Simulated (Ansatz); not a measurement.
Runs of Ansatz 0.2.0 on SiF. The structure is cubic, space group Pm-3m (No. 221). Conventional cell: a = 3.029 Å, b = 3.029 Å, c = 3.029 Å, α = 90.00°, β = 90.00°, γ = 90.00°. Si (site symmetry m-3m) has 8 F at 2.62 Å as nearest neighbours. F (site symmetry m-3m) is surrounded by 8 Si at 2.62 Å. The cell was built by a generator and needn't be a form met in nature.

```tsv
screening (1/Å)	gap on the mesh (eV)	pressure (GPa)
0.2	none	(a)
0.15	none	-1.9
0.1	none	-2.0
0.4	none	(b)
0.6	none	-1.2
0.3	none	-1.5
```

Alike in all rows: task single point; level HSE06 form with a typed share of exact exchange; potentials or basis Ansatz PAW; no spin polarisation; cell as given; k mesh 5 × 5 × 5; cutoff (eV) 420; smearing fermi-dirac 0.05 eV; the mesh is coarse, so values aren't converged.

Problem. Estimate the missing entries.

Solution. (a) -1.7; (b) -1.3.

Caveats: all runs use coarse meshes; an odd number of electrons without spin polarisation forces a metal; a magnetic or distorted state may lie lower; the PAW data sets come from PBE, with cores solved anew for the run's functional, which leaves a small shift of forces and pressure; the thresholds are loose for stress.

A gap of «none» marks a metal or a gap under the smearing width.
